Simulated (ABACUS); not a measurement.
Runs of ABACUS 3.10.1 on Ba2Tl5V3O12. The typed cell holds 22 atoms: a = 6.653 Å, b = 8.840 Å, c = 9.892 Å, α = 71.07°, β = 73.99°, γ = 70.69°. The cell was built by a generator and needn't be a form met in nature.

```csv
task,level,potentials or basis,spin,U,k mesh,cutoff (eV),SCF threshold on the density,max SCF steps,eigensolver,mixing share,symmetry key,mesh quality,gap on the mesh (eV),pressure (GPa),moment (μB),largest force (eV/Å)
single point,PBE,"PseudoDojo NC SR 0.4.1 PBE standard, plane waves","collinear, ferromagnetic start",-,5 × 4 × 3,1143,1e-08,100,dav,0.4,1,not flagged,2.90,0.0,0.00,(c)
single point,PBE,"PseudoDojo NC SR 0.4.1 PBE standard, DZP LCAO (the cutoffs set its grid)","collinear, ferromagnetic start",-,2 × 2 × 2,1361,1e-07,100,genelpa,0.4,1,coarse,2.86,1.1,0.00,0.29
single point,PBE,"PseudoDojo NC FR 0.4 PBE stringent, DZP LCAO (the cutoffs set its grid)","collinear, ferromagnetic start, SOC",-,3 × 3 × 2,1361,1e-07,100,genelpa,0.4,-1,not flagged,2.80,0.4,0.00,0.31
single point,PBE+U,"PseudoDojo NC SR 0.4.1 PBE standard, DZP LCAO (the cutoffs set its grid)","collinear, ferromagnetic start",V d U = 2 eV,2 × 2 × 2,1361,1e-06,120,genelpa,0.2,-1,coarse,2.87,1.6,0.00,0.43
single point,PBE+U,"PseudoDojo NC SR 0.4.1 PBE standard, DZP LCAO (the cutoffs set its grid)","collinear, ferromagnetic start",V d U = 4 eV,2 × 2 × 2,1361,1e-06,120,genelpa,0.2,-1,coarse,2.88,2.0,0.00,0.63
single point,PBE+U,"PseudoDojo NC SR 0.4.1 PBE standard, DZP LCAO (the cutoffs set its grid)","collinear, ferromagnetic start",V d U = 8 eV,2 × 2 × 2,1361,1e-06,120,genelpa,0.2,-1,coarse,(b),(a),0.00,(d)
```

Alike in all rows: cell as given; smearing fermi-dirac 0.05 eV.

**Question.** Estimate the missing entries.

**Answer.** (a) 3.0; (b) 2.89; (c) 0.09; (d) 1.05.

Caveats: some runs use coarse meshes; this release of the barium file is off (some runs); spin-orbit coupling is left out, which as a rule narrows the gap of such compounds by several tenths of an eV (some runs); the atomic orbitals were generated for these runs and aren't a published set (some runs); the basis of atomic orbitals isn't converged, which shifts pressures, moduli and gaps (some runs); an odd mesh through Γ misses points on the zone boundary, where band edges often lie (some runs); there are fewer bands than atomic start orbitals, so a level may be missed at k points of high symmetry (some runs); with noncolin 0 the moments lie along z, whatever direction is typed (some runs).

A k mesh can miss the band edges, and rows without SOC leave out spin-orbit coupling on Ba, Tl.

The runs don't all hold the same shells in valence.
